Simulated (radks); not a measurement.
# B⁴⁺ in 1s1: an all-electron calculation

An exercise on one series of results from a longer session: the logs are not shown, and one member is left open.

Method: non-relativistic Kohn-Sham, exchange-only LDA, spin-polarised, spherical densities, point nucleus; open shells are filled with parallel spins first. Code: radks (a radial shooting solver on a logarithmic mesh, Libxc functionals) version 1.

### The system

- element: boron (Z = 5)
- charge: +4
- electrons: 1
- configuration: 1s1

Outer shells as boxes (Hund's rule):

B⁴⁺
```
1s [↑ ]
```

Set-up of the first run:

Input:

```text
Z 5
configuration 1s1 2s0 2p0
relativity non-relativistic
functional lda,
spin polarised
nucleus point
```

Among the steps run: Self-consistent calculation.

One table of the session follows, with a row left open; its other results are not shown here.

It belongs to the step «Orbitals and density». Radial density 4πr²ρ:

| r (bohr) | 4πr²ρ (e/bohr) |
| --- | --- |
| 0.0101 | 0.04509 |
| 0.0134 | 0.07756 |
| 0.0179 | 0.1319 |
| 0.0239 | 0.2210 |
| 0.0321 | 0.3680 |
| 0.0428 | 0.5880 |
| 0.0571 | 0.9066 |
| 0.0761 | 1.333 |
| 0.102 | 1.838 |
| 0.135 | 2.331 |
| 0.181 | ? |
| 0.243 | 2.572 |
| 0.324 | 2.049 |
| 0.432 | 1.253 |
| 0.576 | 0.5400 |
| 0.769 | 0.1460 |
| 1.03 | 0.02128 |
| 1.37 | 0.001369 |

**Question.** Estimate the row for r (bohr) = 0.181.

Worked estimate for «4πr²ρ (e/bohr)». A straight line through the neighbours (0.135, 2.331) and (0.243, 2.572) gives 2.331 + (2.572 − 2.331) × (0.181 − 0.135) / (0.243 − 0.135) = 2.434; a parabola fitted to 4 rows on both sides gives 2.566.

The run gave: 4πr²ρ (e/bohr): 2.641. In «4πr²ρ (e/bohr)» the line misses by -0.207 and the parabola by -0.075. Between these rows the values bend or scatter more than so simple an estimate can follow.
